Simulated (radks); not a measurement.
# Ar⁴⁺ in [Ne] 3s1.5 3p2 4p0.5: an all-electron calculation

Wanted: eigenvalues, radial structure and energy terms of the argon ion Ar4+.

The numbers are computed with radks (a radial shooting solver on a logarithmic mesh, Libxc functionals) version 1 (non-relativistic Kohn-Sham, TPSS, spin-unpolarised, spherical densities, point nucleus), except any that are marked as measured or tabulated.

### Step 1. Starting point

```
element       : argon (Z = 18)
charge        : +4
electrons     : 14
configuration : [Ne] 3s1.5 3p2 4p0.5
```

### Step 2. Self-consistent calculation

Input:

```text
Z 18
configuration [Ne] 3s1.5 3p2 4p0.5
relativity non-relativistic
functional tpss,tpss
spin unpolarised
nucleus point
```

Run with:

```bash
$ python run_ks.py task.json out
```

The same process makes all the runs of this session.

Q: Predict the outcome of this run.

The runs gave:

```
                        quantity                value
                    total energy   -521.18639 hartree
exchange-correlation share of it               5.51 %
                            −T/E               0.9991
          highest occupied level       4p, -27.702 eV
    most extended occupied level  4p, <r> = 3.09 bohr
 radius at density 0.001 e/bohr³            3.65 bohr
    maxima of the radial density                    3
```

The radial density shows 3 maxima for 4 occupied principal shells; where shells overlap, one shows as a shoulder or not at all. The ratio −T/E is 0.9991; for a non-relativistic Coulomb system it is 1 up to the kinetic part of correlation. This is not the tabulated ground configuration, so its levels and sizes aren't those of the ground state, and no measured value stands beside it.
